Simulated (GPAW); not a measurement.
The system is GaGe.

```
Ge Ga
1.0
     0.00000    2.89784    2.89784
     2.89784    0.00000    2.89784
     2.89784    2.89784    0.00000
Ge Ga
1 1
Direct
  0.00000 0.00000 0.00000
  0.25000 0.25000 0.25000
```

The cell comes from a database or a generator and needn't be the stable form of this composition.

```yaml
Program: GPAW 26.7.0
Task: single point
Functional: PBE
Potentials_or_basis: GPAW PAW data sets (gpaw-data 1.2.1)
Cutoff: 600 eV
Basis: pw
k_mesh: 8 × 8 × 8
Occupations: fermi-dirac, width 0.05 eV
Spin: no spin polarisation
```

On this cell: pressure 0.8 GPa; largest force zero by symmetry; band gap on the k mesh none (metal or under the smearing width).

The same run follows on a disturbed copy (atoms moved at random, drawn with an rms of 0.05 Å):

```
CELL_PARAMETERS angstrom
0.00000 2.89784 2.89784
2.89784 0.00000 2.89784
2.89784 2.89784 0.00000
ATOMIC_POSITIONS crystal
Ge 0.99277 0.98973 0.02535
Ga 0.23997 0.24662 0.26427
```

Problem. What changes?

Solution. The energy (extrapolated to zero smearing) moves by +2.3 meV/atom; pressure 0.8 GPa; largest force 0.222 eV/Å; band gap on the k mesh none (metal or under the smearing width).

Forces in eV/Å, atoms in the order of the input:
```
Ge  -0.054 -0.209  0.052
Ga   0.054  0.209 -0.052
```

Stress tensor (GPa, compression positive):
```
 0.88 -0.32  1.16
-0.32  0.76  0.32
 1.16  0.32  0.88
```
